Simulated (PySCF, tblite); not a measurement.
# C4H2F2O3: geometry, infrared bands and NMR shifts

What infrared bands and NMR shifts should C4H2F2O3 (`O=C1OC(=O)C1C(F)F`) show?

Computed with tblite 0.8.0 and PySCF 2.14.0, with density-fitted response routines of our own, on a single molecule in the gas phase. Atoms count from 0, in the outputs and in this text.

## Step 1: Starting geometry

11 atoms, charge 0, multiplicity 1; geometry from: force field or distance geometry start.

Bonds of the start (Å): O0–C1 1.26, C1–O2 1.41, O2–C3 1.41, C3–O4 1.24, C3–C5 1.49, C5–C6 1.49, C6–F7 1.38, C6–F8 1.37, C5–C1 1.49, C5–H9 1.12, C6–H10 1.09.

## Step 2: Optimising the geometry with GFN2-xTB

What the job is given:

```
{"job": {"kind": "relax", "xc": "GFN2-xTB", "basis": "xTB"}, "charge": 0, "multiplicity": 1}
O      0.241700    -0.145300     2.406900
C      0.662500    -0.174100     1.215100
O      1.911400     0.037700     0.592300
C      1.322900     0.238400    -0.670800
O      1.613900     0.744400    -1.764900
C      0.119800    -0.470600    -0.141500
C     -1.210100     0.154600    -0.368000
F     -2.075300    -0.354100     0.584600
F     -1.087400     1.499700    -0.112000
H      0.137100    -1.558000    -0.398700
H     -1.631200     0.029800    -1.368800
```

The run is started by

```sh
$ OMP_NUM_THREADS=1 python probes_run.py task.json out
```

One launch serves the whole session: the jobs run in the order shown.

**Question.** This job is followed by: GFN2-xTB harmonic vibrations, gas phase; GIAO PBE0/pcSseg-1 NMR shielding, non-relativistic, gas phase. Predict these results of the whole session: strongest single infrared mode (GFN2-xTB); zero-point energy (GFN2-xTB); ¹³C shifts against TMS (PBE0/pcSseg-1, means over atoms taken as alike); ¹H shifts against TMS (PBE0/pcSseg-1); ¹⁷O shifts against H2O (PBE0/pcSseg-1, means over atoms taken as alike); ¹⁹F shifts against CFCl3 (PBE0/pcSseg-1, means over atoms taken as alike).

As calculated:

| quantity | value |
| --- | --- |
| strongest single infrared mode (GFN2-xTB) | 1908 cm⁻¹, 1184 km/mol |
| zero-point energy (GFN2-xTB) | 37.5 kcal/mol |
| ¹³C shifts against TMS (PBE0/pcSseg-1, means over atoms taken as alike) | 164.7, 117.2, 67.2 ppm |
| ¹H shifts against TMS (PBE0/pcSseg-1) | 6.47, 4.20 ppm |
| ¹⁷O shifts against H2O (PBE0/pcSseg-1, means over atoms taken as alike) | 461.6, 446.3 ppm |
| ¹⁹F shifts against CFCl3 (PBE0/pcSseg-1, means over atoms taken as alike) | -138.2 ppm |

In words: The optimisation took 53 steps and gained 1.176 eV; among the close pairs (by a distance rule), O0–C1 changed most, from 1.264 to 1.172 Å. All 27 modes are real, so the xTB geometry is a minimum. The strongest single mode, at 1908 cm⁻¹, is spread over several atoms, C3, C1, O4, O0 among them. GFN2-xTB is a fitted tight-binding method: band positions and strengths are rough. Its intensities can rank the bands wrongly. The most deshielded carbon is C1, C3 (mean) (anhydride carbonyl carbon), at 164.7 ppm: it is a carbonyl in resonance with an O or N lone pair, the region of acids, esters and amides. The most deshielded hydrogen is H10 (hydrogen on an sp3 CH bonded to 2 F), at 6.47 ppm: its carbon carries F, which withdraws density. At PBE0/pcSseg-1: The largest span, 740 ppm, is at O0, O4, where the paramagnetic term is -523 ppm.
